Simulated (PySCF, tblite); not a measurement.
**C6H7BO3: geometry, infrared bands and NMR shifts**

Aim: predict the infrared bands and NMR shifts of C6H7BO3 (`OB(O)c1ccc(O)cc1`).

Computed with tblite 0.8.0 and PySCF 2.14.0, with density-fitted response routines of our own, on a single molecule in the gas phase. Atoms are numbered from 0 throughout.

**1. The molecule as given**

17 atoms, charge 0, multiplicity 1; geometry from: force field or distance geometry start.

Bonds of the start (Å): O0–B1 1.47, B1–O2 1.46, B1–C3 1.55, C3–C4 1.40, C4–C5 1.39, C5–C6 1.37, C6–O7 1.40, C6–C8 1.38, C8–C9 1.39, C9–C3 1.38, O0–H10 1.01, O2–H11 1.00, C4–H12 1.08, C5–H13 1.08, O7–H14 1.02, C8–H15 1.08, C9–H16 1.10.

**2. Optimising the geometry with GFN2-xTB**

Job settings and geometry (Å):

```
{"job": {"kind": "relax", "xc": "GFN2-xTB", "basis": "xTB"}, "charge": 0, "multiplicity": 1}
O      3.050400     0.052400     0.888900
B      2.173900    -0.595300    -0.095900
O      2.794400    -0.912200    -1.380100
C      0.644200    -0.367000    -0.001000
C      0.234400     0.754200     0.724400
C     -1.131800     1.005600     0.829700
C     -2.029900     0.146200     0.246900
O     -3.404500     0.406000     0.374700
C     -1.655200    -0.986300    -0.456200
C     -0.290600    -1.219400    -0.558200
H      3.007600     1.036300     0.661200
H      3.239100    -0.109200    -1.766000
H      0.949000     1.428300     1.179600
H     -1.421600     1.885200     1.382300
H     -3.825200     1.250900    -0.021300
H     -2.382200    -1.657100    -0.900300
H      0.041100    -2.106500    -1.118600
```

On the command line:

```bash
$ OMP_NUM_THREADS=1 python probes_run.py task.json out
```

The driver reads the jobs from task.json and runs them one after another.

Output:

```text
step      E/eV     max force
  0    -812.22970    3.149
  1    -812.66170    1.744
  2    -812.82464    1.110
  3    -812.90147    1.071
  4    -813.00490    0.792
  5    -813.09096    0.882
  6    -813.18228    0.914
  7    -813.28605    0.909
  8    -813.39092    0.700
  9    -813.47503    0.698
 10    -813.52616    1.233
 11    -813.54480    1.673
 12    -813.60819    0.672
 13    -813.65006    0.496
 14    -813.72709    0.797
 15    -813.77234    0.925
 16    -813.87751    1.118
 17    -813.93338    0.815
 18    -813.96046    1.254
 19    -814.02185    0.508
 20    -814.05331    0.335
 21    -814.07205    0.324
 22    -814.08327    0.263
 23    -814.09025    0.190
 24    -814.09392    0.144
 25    -814.09795    0.170
 26    -814.10337    0.200
 27    -814.10915    0.209
 28    -814.11380    0.167
 29    -814.11775    0.160
 30    -814.12200    0.178
 31    -814.12623    0.198
 32    -814.12956    0.159
 33    -814.13252    0.133
 34    -814.13640    0.185
 35    -814.14123    0.215
 36    -814.14571    0.178
 37    -814.14892    0.114
 38    -814.15133    0.118
 39    -814.15390    0.134
 40    -814.15726    0.149
 41    -814.16142    0.170
 42    -814.16586    0.184
 43    -814.17006    0.151
 44    -814.17365    0.124
 45    -814.17644    0.122
 46    -814.17844    0.124
 47    -814.18008    0.125
 48    -814.18141    0.099
 49    -814.18249    0.080
 50    -814.18326    0.063
 51    -814.18383    0.060
 52    -814.18424    0.054
 53    -814.18459    0.054
 54    -814.18493    0.055
 55    -814.18529    0.043
 56    -814.18562    0.041
 57    -814.18590    0.037
 58    -814.18619    0.041
 59    -814.18656    0.048
 60    -814.18702    0.052
 61    -814.18745    0.045
 62    -814.18772    0.034
 63    -814.18788    0.029
 64    -814.18801    0.034
 65    -814.18819    0.036
 66    -814.18839    0.032
 67    -814.18855    0.023
 68    -814.18865    0.019
 69    -814.18872    0.019
 70    -814.18879    0.018
 71    -814.18885    0.021
 72    -814.18894    0.025
 73    -814.18905    0.028
 74    -814.18918    0.029
 75    -814.18931    0.029
 76    -814.18941    0.026
 77    -814.18950    0.035
 78    -814.18960    0.034
 79    -814.18971    0.026
 80    -814.18981    0.021
 81    -814.18988    0.020
 82    -814.18994    0.022
 83    -814.19002    0.021
 84    -814.19011    0.019
 85    -814.19018    0.015
 86    -814.19023    0.015
 87    -814.19027    0.017
 88    -814.19032    0.015
 89    -814.19038    0.024
 90    -814.19047    0.031
 91    -814.19059    0.032
 92    -814.19077    0.036
 93    -814.19100    0.041
 94    -814.19125    0.039
 95    -814.19151    0.053
 96    -814.19181    0.053
 97    -814.19218    0.042
 98    -814.19249    0.038
 99    -814.19268    0.052
100    -814.19282    0.037
101    -814.19300    0.034
102    -814.19321    0.033
103    -814.19339    0.033
104    -814.19362    0.038
105    -814.19383    0.041
106    -814.19405    0.037
107    -814.19434    0.039
108    -814.19459    0.056
109    -814.19475    0.044
110    -814.19486    0.021
111    -814.19489    0.049
112    -814.19494    0.016
113    -814.19497    0.016
114    -814.19501    0.021
115    -814.19504    0.017
116    -814.19506    0.009
```

It took 0.81 s on 1 thread of Arm Neoverse V1, shared host.

Along the way: (not every step is listed)

```
step  energy from step 0 (eV)  largest force (eV/Å)
   0                   0.0000                3.1494
   1                  -0.4320                1.7439
   2                  -0.5949                1.1101
   3                  -0.6718                1.0705
   4                  -0.7752                0.7921
   5                  -0.8613                0.8817
   6                  -0.9526                0.9141
   7                  -1.0564                0.9089
   8                  -1.1612                0.7004
  18                  -1.7308                1.2540
  28                  -1.8841                0.1669
  38                  -1.9216                0.1180
  48                  -1.9517                0.0993
  58                  -1.9565                0.0415
  68                  -1.9590                0.0191
  78                  -1.9599                0.0340
  88                  -1.9606                0.0150
  98                  -1.9628                0.0378
 108                  -1.9649                0.0561
 111                  -1.9652                0.0489
 112                  -1.9652                0.0164
 113                  -1.9653                0.0158
 114                  -1.9653                0.0213
 115                  -1.9653                0.0170
 116                  -1.9654                0.0094
```

Distances of close pairs at the start and the end, largest changes first:

```
  bond  before (Å)  after (Å)  change (Å)
 B1–O2       1.461      1.351      -0.110
 O0–B1       1.469      1.364      -0.105
O7–H14       1.024      0.965      -0.059
O0–H10       1.011      0.955      -0.056
 C6–O7       1.405      1.360      -0.045
O2–H11       0.996      0.958      -0.038
 B1–C3       1.550      1.579      +0.029
C9–H16       1.100      1.079      -0.022
```

The end geometry stands in the next job.

**3. Vibrational analysis with GFN2-xTB**

Job settings and geometry (Å):

```
{"job": {"kind": "ir", "xc": "GFN2-xTB", "basis": "xTB"}, "charge": 0, "multiplicity": 1}
O      3.166514     0.456198     0.296066
B      2.222957    -0.306047    -0.328500
O      2.657321    -1.274757    -1.164271
C      0.666963    -0.125672    -0.129570
C      0.120787     0.875292     0.673146
C     -1.244865     1.012032     0.834589
C     -2.112337     0.140159     0.188261
O     -3.462454     0.238040     0.318509
C     -1.591641    -0.866251    -0.620281
C     -0.226962    -0.988533    -0.769706
H      2.840393     1.132702     0.886226
H      3.611608    -1.322837    -1.232759
H      0.769395     1.571837     1.189607
H     -1.645258     1.798304     1.462834
H     -3.681460     0.975871     0.900566
H     -2.274744    -1.536846    -1.117248
H      0.176784    -1.767464    -1.397379
```

Output:

```text
mode    cm-1     km/mol
  1      23.3      0.54
  2      88.0      0.10
  3     140.8      0.67
  4     255.9      0.11
  5     292.5      5.31
  6     351.2     13.98
  7     364.5     13.40
  8     422.6      1.98
  9     435.5    130.06
 10     468.9     25.23
 11     470.3     17.65
 12     529.7     77.57
 13     564.6      4.44
 14     609.7      1.16
 15     630.1    297.46
 16     652.5     13.52
 17     687.1     41.83
 18     803.0     20.55
 19     841.5     23.50
 20     866.9      1.44
 21     901.0      0.27
 22     928.5      0.10
 23     948.3    155.83
 24     953.8    173.27
 25    1005.1     18.17
 26    1107.9     80.89
 27    1124.0     56.63
 28    1149.0    157.47
 29    1194.1     24.34
 30    1248.8    306.84
 31    1269.2     82.44
 32    1284.6    280.48
 33    1292.4    411.19
 34    1332.5     59.76
 35    1414.1     16.72
 36    1491.7     17.55
 37    1575.3     22.60
 38    1603.3    156.89
 39    3036.3     32.75
 40    3050.5     82.39
 41    3098.7     10.78
 42    3108.8     26.31
 43    3514.5     20.47
 44    3616.4     19.80
 45    3651.8     11.70
```

Run time: 0.62 s. Hardware: 1 thread of Arm Neoverse V1, shared host.

The strongest bands and the atoms that carry them (share of the mass-weighted mode):

```
cm⁻¹  km/mol                               atoms
 630   297.5          H11 64 %, B1 17 %, O2 11 %
 948   155.8                   H10 70 %, O2 16 %
 954   173.3          H11 59 %, O0 16 %, O2 14 %
1149   157.5        H14 53 %, H15 19 %, H13 11 %
1249   306.8                    B1 52 %, O0 12 %
1285   280.5          H12 29 %, C6 18 %, C3 12 %
1292   411.2                    B1 54 %, O2 11 %
1603   156.9  C8 22 %, C5 20 %, C4 20 %, C9 20 %
```

**4. Nuclear shieldings: PBE0/pcSseg-1**

Same as in step 3 but for these lines:

```diff
@@ -1,2 +1,2 @@
-{"job": {"kind": "ir", "xc": "GFN2-xTB", "basis": "xTB"}, "charge": 0, "multiplicity": 1}
+{"job": {"kind": "nmr", "xc": "PBE0", "basis": "pcSseg-1"}, "charge": 0, "multiplicity": 1}
 O      3.166514     0.456198     0.296066
```

Method: GIAO PBE0/pcSseg-1 NMR shielding, non-relativistic, gas phase.

Output:

```text
coarse grid: 15200 points
cycle   1  E = -482.6233695936  dE =  1.908e+00  |g| = 1.011e+00  |ddm| = 4.078e+00
cycle   2  E = -482.4841037952  dE =  1.393e-01  |g| = 1.360e+00  |ddm| = 1.801e+00
cycle   3  E = -482.8102526971  dE = -3.261e-01  |g| = 1.185e-01  |ddm| = 1.087e+00
cycle   4  E = -482.8131030240  dE = -2.850e-03  |g| = 4.724e-02  |ddm| = 1.406e-01
cycle   5  E = -482.8135912480  dE = -4.882e-04  |g| = 1.726e-02  |ddm| = 5.747e-02
cycle   6  E = -482.8136598671  dE = -6.862e-05  |g| = 4.556e-03  |ddm| = 2.051e-02
cycle   7  E = -482.8136648929  dE = -5.026e-06  |g| = 1.134e-03  |ddm| = 4.772e-03
final grid: 149688 points
cycle   8  E = -482.8994860658  dE = -3.987e-05  |g| = 1.171e-02  |ddm| = 4.104e-02
cycle   9  E = -482.8994529182  dE =  3.315e-05  |g| = 1.760e-02  |ddm| = 2.422e-02
cycle  10  E = -482.8995144267  dE = -6.151e-05  |g| = 1.449e-03  |ddm| = 1.487e-02
cycle  11  E = -482.8995148862  dE = -4.595e-07  |g| = 3.896e-04  |ddm| = 1.721e-03
cycle  12  E = -482.8995149170  dE = -3.086e-08  |g| = 1.746e-04  |ddm| = 5.255e-04
cycle  13  E = -482.8995149251  dE = -8.084e-09  |g| = 3.629e-05  |ddm| = 1.980e-04
cycle  14  E = -482.8995149254  dE = -2.641e-10  |g| = 1.328e-05  |ddm| = 3.662e-05
converged SCF energy = -482.8995149254

GIAO shielding tensors (ppm)
atom      isotropic    diamagn.    paramagn.     s11        s22        s33       span
  0 O      233.275     386.488    -153.213    123.625    272.067    304.133    180.507
  1 B       75.023     196.845    -121.822     64.715     69.622     90.731     26.016
  2 O      229.111     385.483    -156.372    134.234    265.488    287.611    153.377
  3 C       59.729     258.569    -198.841    -30.905     16.736    193.355    224.260
  4 C       48.683     256.558    -207.876    -66.341     40.859    171.530    237.870
  5 C       70.470     257.330    -186.861    -14.902     69.519    156.792    171.694
  6 C       20.815     258.598    -237.783    -70.655     11.032    122.068    192.723
  7 O      204.434     385.720    -181.286    153.151    217.553    242.598     89.448
  8 C       67.319     253.592    -186.273    -19.350     52.795    168.511    187.861
  9 C       42.555     252.776    -210.221    -71.325     22.675    176.314    247.639
 10 H       27.006      33.019      -6.013     18.832     25.633     36.553     17.721
 11 H       27.565      28.766      -1.200     21.162     23.843     37.691     16.529
 12 H       24.326      34.561     -10.235     20.285     23.457     29.236      8.951
 13 H       25.044      32.787      -7.743     21.235     25.457     28.439      7.204
 14 H       27.324      31.029      -3.705     19.647     26.288     36.038     16.391
 15 H       24.464      30.334      -5.870     20.657     24.920     27.816      7.158
 16 H       23.306      32.288      -8.982     18.875     22.370     28.675      9.800
```

Run time: 32 s. Hardware: 1 thread of Arm Neoverse V1, shared host; peak memory 0.92 GiB.

The references, computed at this level on geometries of the same kind, shield at (ppm): ¹H TMS 31.72, ¹³C TMS 186.9, ¹⁷O H2O 336.1, ¹¹B BF3·OEt2 100.1. Their shielding less the atom's gives the shift. The references are single molecules in the gas phase, so shifts against H2O, NH3, PH3, H3PO4 or CFCl3 are not on the usual liquid scales and can be off by tens of ppm. Atoms listed in one row are averaged.

```
   atoms                        environment  σ (ppm)  δ (ppm)  δ scaled to CDCl3
      C6     aromatic carbon bearing oxygen     20.8    166.1              160.2
  C4, C9                        aromatic CH     45.6    141.3              136.0
      C3        substituted aromatic carbon     59.7    127.2              122.2
  C5, C8                        aromatic CH     68.9    118.0              113.3
H12, H16         hydrogen on an aromatic CH    23.82     7.90               7.55
H13, H15         hydrogen on an aromatic CH    24.75     6.96               6.67
H10, H11  hydrogen on an oxygen bonded to B    27.29     4.43                  –
     H14   hydrogen on a phenol-type oxygen    27.32     4.39                  –
      O7                 phenol-type oxygen    204.4    131.6                  –
  O0, O2              oxygen bonded to B, H    231.2    104.9                  –
      B1             boron bonded to C, 2 O     75.0     25.0                  –
```

The scaled column applies a straight-line fit of computed shieldings to shifts measured in CDCl3 (root-mean-square error 0.16 ppm for H, 1.9 ppm for C).

Charges from the same density, by scheme (e):

```
 atoms  Mulliken    IAO  Hirshfeld  ESP fit
O0, O2     -0.41  -0.55      -0.26    -0.71
    B1      0.62   0.49       0.23     0.68
    C3     -0.28  -0.19      -0.10    -0.21
C4, C9     -0.09  -0.12      -0.04    -0.09
C5, C8     -0.09  -0.21      -0.08    -0.34
    C6      0.17   0.23       0.08     0.44
    O7     -0.38  -0.47      -0.18    -0.57
```

Mayer bond orders: O0–B1 1.20, B1–O2 1.25, B1–C3 0.88, C3–C4 1.40, C4–C5 1.48, C5–C6 1.35, C6–O7 1.07, C6–C8 1.37, C8–C9 1.47, C9–C3 1.42.

Ring of atoms C3, C4, C5, C6, C8, C9: NICS(0) -8.7, NICS(1) -10.8, NICS(1)zz -26.2 ppm (means of both faces).

**5. What came out**

| quantity | value |
| --- | --- |
| strongest single infrared mode (GFN2-xTB) | 1292 cm⁻¹, 411 km/mol |
| zero-point energy (GFN2-xTB) | 77.8 kcal/mol |
| ¹³C shifts against TMS (PBE0/pcSseg-1, means over atoms taken as alike) | 166.1, 141.3, 127.2, 118.0 ppm |
| ¹H shifts against TMS (PBE0/pcSseg-1, means over atoms taken as alike) | 7.90, 6.96, 4.43, 4.39 ppm |
| ¹⁷O shifts against H2O (PBE0/pcSseg-1, means over atoms taken as alike) | 131.6, 104.9 ppm |
| ¹¹B shifts against BF3·OEt2 (PBE0/pcSseg-1) | 25.0 ppm |

In words: Relaxing lowered the energy by 1.965 eV in 116 steps; the close pair that moved most is B1–O2, from 1.461 to 1.351 Å. All 45 modes are real, so the xTB geometry is a minimum. The strongest single mode, at 1292 cm⁻¹, moves mainly B1. Unscaled tight-binding wavenumbers are off by several per cent, some by more. Its intensities can rank the bands wrongly. At PBE0/pcSseg-1: The largest span, 243 ppm, is at C4, C9, where the paramagnetic term is -209 ppm. NICS(1)zz of -26 ppm above the planar ring from C3 marks a diatropic (aromatic) ring current.
